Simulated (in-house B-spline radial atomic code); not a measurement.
# Sm²⁴⁺: excited configurations

Wanted: excitation energies of Sm²⁴⁺ as differences of total energies (ΔSCF).

Program: in-house B-spline radial atomic code version 1. Level of theory: Dirac-Hartree-Fock, average of configuration, Fermi nucleus, basis-set limit. These are calculated values, not measurements, unless marked.

## 1. The atom as given

| Property | Result |
| --- | --- |
| element | samarium (Z = 62) |
| charge | +24 |
| electrons | 38 |
| configuration | [Kr] 4d2 |
| Hamiltonian | Dirac-Coulomb |
| nucleus | Fermi, rms radius 5.082 fm |

Outer shells as boxes (Hund's rule):

[Kr] 4d2
```
[Kr] core
4d [↑ ][↑ ][  ][  ][  ]
```

The boxes draw the filling by Hund's rule, which heavy ions in jj coupling don't follow; these runs average over all states of the configuration.

The run's settings:

```ini
Z = 62
electrons = 38.0
configuration = [Kr] 4d2
hamiltonian = dirac
method = hf
spin_polarised = False
nucleus = fermi
rms_radius = 5.0819
mass_number = 152
atomic_mass = 151.919738646
speed_of_light = 137.035999084
```

This reference run was done before. Its total energy is -10172.807922 hartree, and its levels are (the highest eight at most):

| orbital | occupation | energy (eV) | <r> (bohr) |
| --- | --- | --- | --- |
| 3p3/2 | 4 | -2173.31 | 0.2535 |
| 3d3/2 | 4 | -1861.89 | 0.2257 |
| 3d5/2 | 6 | -1834.53 | 0.2295 |
| 4s1/2 | 2 | -1012.09 | 0.5373 |
| 4p1/2 | 2 | -932.58 | 0.5418 |
| 4p3/2 | 4 | -898.22 | 0.5612 |
| 4d3/2 | 0.8 | -782.25 | 0.5635 |
| 4d5/2 | 1.2 | -775.37 | 0.5694 |

## 2. [Ar] 3d10 4s2 4p5 4d2 5s1

The run's settings:

```ini
Z = 62
electrons = 38.0
configuration = [Ar] 3d10 4s2 4p5 4d2 5s1
hamiltonian = dirac
method = hf
spin_polarised = False
nucleus = fermi
rms_radius = 5.0819
mass_number = 152
atomic_mass = 151.919738646
speed_of_light = 137.035999084
```

## 3. Configuration [Ar] 3d9 4s2 4p6 4d2 5s1

Changes to the settings of step 2:

```diff
@@ -2,3 +2,3 @@
 electrons = 38.0
-configuration = [Ar] 3d10 4s2 4p5 4d2 5s1
+configuration = [Ar] 3d9 4s2 4p6 4d2 5s1
 hamiltonian = dirac
```

## 4. Configuration [Ar] 3d10 4s2 4p5 4d2 5f1

Changes to the settings of step 3:

```diff
@@ -2,3 +2,3 @@
 electrons = 38.0
-configuration = [Ar] 3d9 4s2 4p6 4d2 5s1
+configuration = [Ar] 3d10 4s2 4p5 4d2 5f1
 hamiltonian = dirac
```

## 5. Run with [Kr] 4d1 7p1

Changes to the settings of step 4:

```diff
@@ -2,3 +2,3 @@
 electrons = 38.0
-configuration = [Ar] 3d10 4s2 4p5 4d2 5f1
+configuration = [Kr] 4d1 7p1
 hamiltonian = dirac
```

## 6. Configuration [Ar] 3d10 4s2 4p5 4d2 6d1

Changes to the settings of step 5:

```diff
@@ -2,3 +2,3 @@
 electrons = 38.0
-configuration = [Kr] 4d1 7p1
+configuration = [Ar] 3d10 4s2 4p5 4d2 6d1
 hamiltonian = dirac
```

**Question.** How far above the reference does each configuration lie (order and size, in eV)?

The runs gave:

| net move | configuration | energy above the reference (eV) | with Breit, QED, recoil (eV) | largest <r> (bohr) |
| --- | --- | --- | --- | --- |
| 4p → 5s | [Ar] 3d10 4s2 4p5 4d2 5s1 | 370.00 | 369.69 | 0.962 |
| 4p → 5f | [Ar] 3d10 4s2 4p5 4d2 5f1 | 523.87 | 523.09 | 1.08 |
| 4d → 7p | [Kr] 4d1 7p1 | 553.01 | 552.88 | 2.26 |
| 4p → 6d | [Ar] 3d10 4s2 4p5 4d2 6d1 | 617.75 | 617.03 | 1.65 |
| 3d → 5s | [Ar] 3d9 4s2 4p6 4d2 5s1 | 1295.32 | 1294.66 | 0.957 |

Quantum defects of the promoted electron, δ = n − ζ/√(−2ε) with ζ = 25 and ε its orbital energy in hartree:

| promotion | δ |
| --- | --- |
| 4p → 5s | 1.028 |
| 4p → 5f | 0.300 |
| 4d → 7p | 0.843 |
| 4p → 6d | 0.595 |
| 3d → 5s | 1.040 |

**Reading.** The lowest of them is 4p → 5s at 370.00 eV and the highest 3d → 5s at 1295.32 eV. Koopmans' estimate of the ionisation threshold is 775.37 eV; 1 configuration exceeds it by over 2 % and could autoionise. Of those tabulated, the defect is largest for 5s (1.04) and least for 5f (0.30); at this charge much of the defect is relativistic. Two partly filled shells share a symmetry and can mix in the average, which may lower the energy, for: 4p → 6d; 3d → 5s. These are averages over configurations, without correlation, not spectroscopic levels.
